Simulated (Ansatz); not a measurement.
Ta3AsAu2O13:

```
CELL_PARAMETERS angstrom
6.43030 -1.94333 -0.00483
6.43030 1.94333 -0.00483
-2.54785 0.00000 10.68617
ATOMIC_POSITIONS crystal
Ta 0.42174 0.42174 0.35289
Ta 0.60514 0.60514 0.67616
Ta 0.33575 0.33575 0.98865
As 0.62199 0.62199 0.00347
Au 0.71608 0.71608 0.34780
Au 0.30523 0.30523 0.63263
O 0.69967 0.69967 0.15479
O 0.56266 0.56266 0.34673
O 0.27377 0.27377 0.44492
O 0.32994 0.32994 0.81777
O 0.48263 0.48263 0.55126
O 0.75351 0.75351 0.62745
O 0.36278 0.36278 0.18289
O 0.87969 0.87969 0.36594
O 0.57427 0.57427 0.83568
O 0.11671 0.11671 0.67068
O 0.49325 0.49325 0.03078
O 0.16601 0.16601 0.98717
O 0.79918 0.79918 0.98234
```

The cell was built by a generator and needn't be a form met in nature.

| Item | Value |
| --- | --- |
| Program | Ansatz 0.2.0 |
| Task | relaxation of cell and atoms |
| Functional | r2SCAN |
| Dispersion | D4 |
| Potentials or basis | Ansatz PAW |
| Cutoff | 500 eV (not typed: the program's choice for these potentials) |
| k mesh | 5 × 5 × 2 |
| Occupations | fermi-dirac, width 0.05 eV |
| Spin | no spin polarisation |

At the start: volume 14.05 Å³/atom.

Problem. Where does the relaxation end?

Solution. It ends after 10 steps and the volume is 13.48 Å³/atom (-4.1 %); space group Cm (No. 8, to 0.05 Å).

The path:
```
step  energy change (eV)  largest force (eV/Å)  volume (Å³)
   1              0.0000                0.5272       267.03
   2             -0.1905                0.4784       256.93
   3             -0.2093                0.1265       256.92
   4             -0.2128                0.0871       256.82
   5             -0.2178                0.1565       256.21
   6             -0.2201                0.0656       256.04
   7             -0.2207                0.0241       256.02
   8             -0.2208                0.0199       256.03
   9             -0.2208                0.0038       256.04
  10             -0.2145                0.0038       256.04
```

Final structure:
```cif
data_structure
_symmetry_space_group_name_H-M 'P 1'
_symmetry_Int_Tables_number 1
_cell_length_a 6.5877
_cell_length_b 6.5877
_cell_length_c 10.8479
_cell_angle_alpha 102.847
_cell_angle_beta 102.847
_cell_angle_gamma 33.999
_cell_volume 256.04
loop_
_atom_site_label
_atom_site_type_symbol
_atom_site_fract_x
_atom_site_fract_y
_atom_site_fract_z
_atom_site_occupancy
Ta1 Ta 0.42063 0.42063 0.35278 1
Ta2 Ta 0.60874 0.60874 0.67905 1
Ta3 Ta 0.33291 0.33291 0.98946 1
As1 As 0.62198 0.62198 0.00368 1
Au1 Au 0.71598 0.71598 0.34566 1
Au2 Au 0.30929 0.30929 0.63383 1
O1 O 0.70085 0.70085 0.15475 1
O2 O 0.56183 0.56183 0.34042 1
O3 O 0.27733 0.27733 0.44638 1
O4 O 0.33163 0.33163 0.81915 1
O5 O 0.48771 0.48771 0.54976 1
O6 O 0.75838 0.75838 0.62824 1
O7 O 0.35824 0.35824 0.18169 1
O8 O 0.88044 0.88044 0.36476 1
O9 O 0.57210 0.57210 0.83705 1
O10 O 0.11986 0.11986 0.67537 1
O11 O 0.49250 0.49250 0.03348 1
O12 O 0.16117 0.16117 0.98689 1
O13 O 0.78841 0.78841 0.97759 1
```

Caveat: the plane-wave basis is chosen anew once the cell has moved, so the energies of steps on either side of that aren't comparable; the PAW data sets come from PBE, with cores solved anew for the run's functional, which leaves a small shift of forces and pressure.
